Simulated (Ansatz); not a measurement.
I need a short molecular-dynamics run of CsMgBiO3, space group R3m. Use the Ansatz DFT code, driven from Python. Use: PBE, PAW, the default cutoff (420 eV here), 2×2×2 k-points, fixed occupations.

The script reads `POSCAR_csmgbio3`:
```text
CsMgBiO3
1.0
   3.23051689    1.86513979    3.79700921
  -3.23051689    1.86513979    3.79700921
   0.00000000   -3.73027959    3.79700921
Cs Mg Bi O
1 1 1 3
Direct
   0.91728165    0.91728165    0.91728165
   0.30219174    0.30219174    0.30219174
   0.56529855    0.56529855    0.56529855
   0.49139226    0.98223802    0.49139226
   0.49139226    0.49139226    0.98223802
   0.98223802    0.49139226    0.49139226
```

Script `md_csmgbio3.py`:
```python
"""A few tens of MD steps for CsMgBiO3."""

import ansatz
from ase import Atoms
from ase.io import read
from ase.neighborlist import neighbor_list
import numpy as np

atoms = read("POSCAR_csmgbio3", format="vasp")
crystal = ansatz.Crystal.from_ase(atoms)

# a coarse mesh keeps each step cheap
calculation = (
    crystal.calculation()
    .kpoints(spacing=1.0)
    .occupations(ansatz.OccupationsMethod.FIXED)
    .md(ansatz.Ensemble.NVE, timestep=2.0 * ansatz.fs, steps=10, temperature=500, initial_velocities="maxwell_boltzmann", seed=463)
)
steps = []


def collect(event):
    if event["event"] == "md_step":
        steps.append(event["data"])


done = calculation.session().plan().execute(on_event=collect)
report = done.report

for s in steps[::2]:
    print("%3d %7.1f fs  total %.4f eV  T %6.1f K" % (s["step"], s["time_fs"], s["lagrangian_ev"] + s["e_kin_ev"], s["temperature_k"]))

temperature = np.array([s["temperature_k"] for s in steps])
print(f"mean temperature of the second half {temperature[len(steps) // 2 :].mean():.1f} K")

symbols = [site.symbol for site in done.lattice.sites]
pairs = np.concatenate([neighbor_list("d", Atoms(symbols, positions=s["positions_ang"], cell=done.lattice.cell_ang, pbc=True), 4.5) for s in steps[len(steps) // 2 :]])
counts, edges = np.histogram(pairs, bins=np.arange(0.5, 4.51, 0.25))
for low, count in zip(edges, counts / (len(symbols) * len(steps[len(steps) // 2 :]))):
    print(f"{low:4.2f}-{low + 0.25:4.2f} A  {count:6.2f} neighbours an atom")

kept = np.array([s["conserved_ev"] for s in steps], float)
print(f"conserved energy drifts by {1000 * (kept[-1] - kept[0]) / len(done.lattice.sites):+.3f} meV/atom")

print("last positions (A) and velocities (A/fs)")
for site, xyz, vel in zip(done.lattice.sites, steps[-1]["positions_ang"], steps[-1]["velocities_ang_fs"]):
    print(f"{site.symbol:2s}", " ".join(f"{v:8.4f}" for v in xyz), " ", " ".join(f"{v:9.5f}" for v in vel))
```

```console
$ python md_csmgbio3.py
DeckWarning: md: disabling space-group detection — thermal motion breaks the input geometry's symmetry, so no spatial operation reduces the k-mesh or symmetrises the density; time reversal is kept, [...]
DeckWarning: basis.ecutwfc = 420 eV, auto-derived from the records' recommended cutoffs: set by Cs (normal level)
  0     0.0 fs  total -21694.8152 eV  T  500.0 K
  2     4.0 fs  total -21694.8151 eV  T  500.8 K
  4     8.0 fs  total -21694.8151 eV  T  496.6 K
  6    12.0 fs  total -21694.8151 eV  T  490.8 K
  8    16.0 fs  total -21694.8151 eV  T  483.8 K
 10    20.0 fs  total -21694.8152 eV  T  472.8 K
mean temperature of the second half 484.7 K
0.50-0.75 A    0.00 neighbours an atom
0.75-1.00 A    0.00 neighbours an atom
1.00-1.25 A    0.00 neighbours an atom
1.25-1.50 A    0.00 neighbours an atom
1.50-1.75 A    0.00 neighbours an atom
1.75-2.00 A    1.00 neighbours an atom
2.00-2.25 A    1.00 neighbours an atom
2.25-2.50 A    0.00 neighbours an atom
2.50-2.75 A    0.00 neighbours an atom
2.75-3.00 A    0.00 neighbours an atom
3.00-3.25 A    2.11 neighbours an atom
3.25-3.50 A    2.94 neighbours an atom
3.50-3.75 A    2.11 neighbours an atom
3.75-4.00 A    2.17 neighbours an atom
4.00-4.25 A    1.33 neighbours an atom
4.25-4.50 A    2.33 neighbours an atom
conserved energy drifts by +0.001 meV/atom
last positions (A) and velocities (A/fs)
Cs  -0.0505   0.0227  10.4818    -0.00245   0.00109   0.00160
Mg   0.0188  -0.0383   3.4243     0.00094  -0.00205  -0.00102
Bi   0.0165  -0.0043   6.4367     0.00098  -0.00034   0.00002
O   -1.4677   1.0738   7.3653     0.00520   0.00779  -0.00419
O   -0.0594  -1.8812   7.3691    -0.00363   0.00015  -0.00551
O    1.7022   0.7338   7.4369     0.00455  -0.00945  -0.00231
```
(Warnings from the package without file and line, shortened.)

Reading the output:
- Total energies depend on the potentials; only differences at equal settings carry meaning.
- The k-point mesh is coarse, and energy and stress weren't tested for convergence.
- Spin-orbit coupling, which matters for elements this heavy, is left out.
- No functional is typed, so the default, PBE, holds.
- The structure comes from a database of computed cells and needn't be a stable or known phase.
- A small cell, a coarse mesh and a very short run: it shows the set-up and gives no equilibrium averages.
- It ran for 15 s on 1 thread of Arm Neoverse V2, with other jobs on the host, peak memory 0.53 GiB.

(Lines on the test bed's own set-up are left out of the output.)
